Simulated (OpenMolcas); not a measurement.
# Cu⁴⁺ among point charges: CASSCF and CASPT2 levels and susceptibility

Aim: the splitting of the states of Cu⁴⁺ in the field of 3 point charges, its lowest levels with spin-orbit coupling and its magnetic susceptibility.

The numbers are computed with OpenMolcas 26.06 (state-averaged CASSCF and CASPT2, spin-orbit coupling by RASSI with atomic mean-field integrals), except any that are marked as measured or tabulated.

## Step 1: Starting point

- Species: Cu⁴⁺ (copper, Z = 29, 25 electrons)
- Basis: ANO-RCC-VDZP [5s4p2d1f], 34 functions
- Scalar Hamiltonian: DKH2, point nucleus
- Inactive shells: 1s 2s 2p 3s 3p
- Active space: 7 electrons in 5 orbitals (3d)
- Some configurations of this space: 3d⁷
- Orbitals: optimised for each spin and parity, averaged over all roots

Outer shells as boxes (Hund's rule):

3d7
```
3d [↑↓][↑↓][↑ ][↑ ][↑ ]
```

The ion sits among 3 point charges of -1 e arranged as a planar triangle (D3h), 1.97 Å from the ion.

The work runs as a chain of OpenMolcas steps in one folder; each step below is one input file. Labels, J, g values, rates, χT and fits are worked out afterwards by a script from the matrices that RASSI stores.

## Step 2: GATEWAY and SEWARD: basis and integrals

a.inp reads:

```
&GATEWAY
Coord
1

Cu 0.0 0.0 0.0
Basis=ANO-RCC-VDZP
Group=NoSym
NoMove
AngMom=0.0 0.0 0.0
AMFI
XField
3 Angstrom 0
1.970000 0.000000 0.000000 -1.000000
-0.985000 1.706070 0.000000 -1.000000
-0.985000 -1.706070 0.000000 -1.000000
&SEWARD
```

The run is started by

```bash
$ OMP_NUM_THREADS=1 MOLCAS_MEM=1689 MOLCAS_PROJECT=a pymolcas a.inp > a.log
```

## Step 3: Reference wave functions, quartets, 10 roots

a.inp reads:

```
&RASSCF
FileOrb=start.orb
Symmetry=1
Spin=4
nActEl=7 0 0
Inactive=9
Ras2=5
CIRoot=10 10 1
SDav=10
CIMx=300
Iter=120 100
PrWF=0.3
OrbListing=Nothing
MaxOrb=0
>>> COPY $Project.JobIph JOB001
```

start.orb holds the contracted functions of the basis, ordered by shell, or the orbitals of the step before.

## Step 4: CASSCF: doublets, 40 roots

a.inp reads:

```
&RASSCF
FileOrb=start.orb
Symmetry=1
Spin=2
nActEl=7 0 0
Inactive=9
Ras2=5
CIRoot=40 40 1
SDav=40
CIMx=300
Iter=120 100
PrWF=0.3
OrbListing=Nothing
MaxOrb=0
>>> COPY $Project.JobIph JOB002
```

## Step 5: RASSI: spin-orbit coupling between the states

a.inp reads:

```
&RASSI
NrOfJobIphs=2 10 40
1 2 3 4 5 6 7 8 9 10
1 2 3 4 5 6 7 8 9 10 11 12 13 14 15 16 17 18 19 20 21 22 23 24 25 26 27
28 29 30 31 32 33 34 35 36 37 38 39 40
IphNames
JOB001
JOB002
EJob
SpinOrbit
DIPRint=1.0
SOCoupling=1000.0
Subsets=2
Property=9
'ANGMOM' 1 'ANGMOM' 2 'ANGMOM' 3 'MLTPL  1' 1 'MLTPL  1' 2 'MLTPL  1' 3
'AMFI' 1 'AMFI' 2 'AMFI' 3
SOProperty=3
'ANGMOM' 1 'ANGMOM' 2 'ANGMOM' 3
```

## Step 6: CASPT2: IPEA 0.25, imaginary shift 0.1 (closed shells correlated: 3s 3p)

a.inp reads:

```
>>> COPY JOB001 $Project.JobIph
&CASPT2
Multistate=10 1 2 3 4 5 6 7 8 9 10
NoMult
Frozen=5
IPEA=0.25
Imaginary=0.1
MaxIter=60
WThr=0.0 0.3 0.05
PrWF=0.5
NoMix
>>> COPY JOB002 $Project.JobIph
&CASPT2
Multistate=40 1 2 3 4 5 6 7 8 9 10 11 12 13 14 15 16 17 18 19 20 21 22
23 24 25 26 27 28 29 30 31 32 33 34 35 36 37 38 39 40
NoMult
Frozen=5
IPEA=0.25
Imaginary=0.1
MaxIter=60
WThr=0.0 0.3 0.05
PrWF=0.5
NoMix
```

(Steps that only read results are left out.)

What does the calculation give? Wanted: spin-free ground state; first state of the same spin within the active space; lowest level; next level.

As calculated:

| quantity | value |
| --- | --- |
| method | SS-CASPT2, IPEA 0.25, imaginary shift 0.1 (closed shells correlated: 3s 3p) |
| spin-free ground state | 4A2, 1-fold in its orbital part |
| first state of the same spin within the active space | 4E at 84.1 cm⁻¹ |
| lowest level | 2-fold E1/2, g = 1.53, 6.69, 6.69 |
| next level | 176.0 cm⁻¹ |
| χT at 300 K | 5.13 cm³ K/mol |
| effective moment at 300 K | 6.41 μB |

Cost by method:

```
                                              method  time of its own steps  time with the reference
                                           A. CASSCF                  9.1 s                    9.1 s
B. SS-CASPT2, IPEA 0.25, imaginary shift 0.1, +3s 3p                  3.6 s                     13 s
```

Times are of one thread on a shared host.

In words: The spin-free ground state (4A2) comes to 99 % from free-ion F terms and keeps the highest spin of the shell. χT at 300 K is 5.13, against 1.88 cm³ K/mol for the spin alone, so orbital moment adds to it. An active space of the d shell alone favours high spin; real ions in strong fields can be low spin. CASPT2 does not keep the components of a term degenerate, and the means are used. The field of point charges can differ much from that of real complexes. With metal d orbitals alone active, the gaps between spin states are rough; where two lie within a few thousand cm-1, their order is open. This is an electrostatic model: the charges have no orbitals.
